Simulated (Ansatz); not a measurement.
# H3C2: further runs on the relaxed cell

One table from this session's results is given with a row withheld; the runs are named, their logs left out.

Method: DFT PBE+D3(BJ), scalar-relativistic, plane waves, PAW, in Ansatz 0.2.0.

2 further runs of the same task are left out: 2 set aside as unsound or not needed.

## The starting structure

Symmetry: C2/m, No. 12, monoclinic system. Conventional cell: a = 6.890 Å, b = 6.428 Å, c = 4.245 Å, α = 90.00°, β = 97.60°, γ = 90.00°. H (site symmetry m) is surrounded by 1 C at 1.10 Å. H (site symmetry 1) is surrounded by 1 C at 1.10 Å. C (site symmetry m) has 1 C at 1.22 Å as nearest neighbours. C (site symmetry m) has 3 H at 1.10 Å as nearest neighbours.

Structure file:

```xyz
10
Lattice="3.4438 -3.2142 0.0820 3.4438 3.2142 0.0820 -0.6614 0.0000 4.1936" Properties=species:S:1:pos:R:3 pbc="T T T"
H     1.4103    0.0000    2.2517
H     4.8160    0.0000    2.1061
H     2.3046    0.8890    0.9979
H     3.9217    0.8890    3.3598
H     3.9217   -0.8890    3.3598
H     2.3046   -0.8890    0.9979
C     0.4954    0.0000    0.3516
C     5.7309    0.0000    4.0061
C     1.6854    0.0000    1.1880
C     4.5409    0.0000    3.1697
```

This cell was relaxed beforehand with the same method: volume 9.32 Å³/atom, gap on the mesh 4.66 eV.

The first run:

input.yaml

```yaml
crystal:
  lattice:
    - [3.4090502175, -3.1817775424, 0.0812208872]
    - [3.4090502175, 3.1817775424, 0.0812208872]
    - [-0.6546984109, 0.0, 4.1512863898]
  atoms:
    - { symbol: H, position: [0.2553486201, 0.2553486201, 0.5269281635] }
    - { symbol: H, position: [0.7446513799, 0.7446513799, 0.4730718365] }
    - { symbol: H, position: [0.2178171978, 0.4943985518, 0.2240209383] }
    - { symbol: H, position: [0.5056014482, 0.7821828022, 0.7759790617] }
    - { symbol: H, position: [0.7821828022, 0.5056014482, 0.7759790617] }
    - { symbol: H, position: [0.4943985518, 0.2178171978, 0.2240209383] }
    - { symbol: C, position: [0.0796811746, 0.0796811746, 0.0807278598] }
    - { symbol: C, position: [0.9203188254, 0.9203188254, 0.9192721402] }
    - { symbol: C, position: [0.2708796964, 0.2708796964, 0.2726958582] }
    - { symbol: C, position: [0.7291203036, 0.7291203036, 0.7273041418] }
basis:
  ecutwfc: 420
kpoints:
  mp_grid: { grid: [6, 6, 6] }
hamiltonian:
  xc: pbe
  dispersion: d3bj
scf:
  occupations: { method: gaussian, width: 0.02 }
output:
  forces: true
  stress: true
  eigenvalues: true
relax:
  adjacent_minimum: "off"
  f_tol: 0.01
  max_steps: 30
  cell: { stress_tol: 0.1, fix: [volume] }
```

Launch:

```sh
ansatz run input.yaml --threads 4 --pin off --max-ram 10240MiB --backend cpu --events-out ev --progress --plain --runs-dir out
```

Among the steps run: The cell scaled to 0.97 of its volume; Volume × 1.03; Point at V/V0 = 0.94; The cell scaled to 1.06 of its volume; Volume × 0.91; Volume × 1.10; Volume × 0.88.

One table of the session follows, with a row left open; its other results are not shown here.

It belongs to the step «Equation of state». 

```
volume (Å³/atom)  energy above the lowest point (meV/atom)  pressure (GPa)  gap on the mesh (eV)
           8.201                                       3.7            1.24                  4.60
           8.480                                       2.0            0.86                  4.63
           8.760                                       0.9            0.54                  4.69
           9.040                                       0.2            0.25                  4.70
           9.319                                       0.0            0.01                  4.66
           9.599                                       0.1           -0.17                  4.63
           9.878                                         ?               ?                     ?
          10.251                                       1.2           -0.45                  4.57
```

**Question.** Estimate the row for volume (Å³/atom) = 9.878.

Worked estimate for «energy above the lowest point (meV/atom)». A straight line through the neighbours (9.599, 0.1) and (10.251, 1.2) gives 0.1 + (1.2 − 0.1) × (9.878 − 9.599) / (10.251 − 9.599) = 0.6; a parabola fitted to 3 rows on both sides gives 0.4.

As computed: energy above the lowest point (meV/atom): 0.4; pressure (GPa): -0.31; gap on the mesh (eV): 4.61. In «energy above the lowest point (meV/atom)» the line misses by +0.2 and the parabola by 0.0.

To keep in mind: The gap on the mesh goes from 4.60 eV at the smallest volume to 4.57 eV at the largest, through a peak of 4.70 eV between.
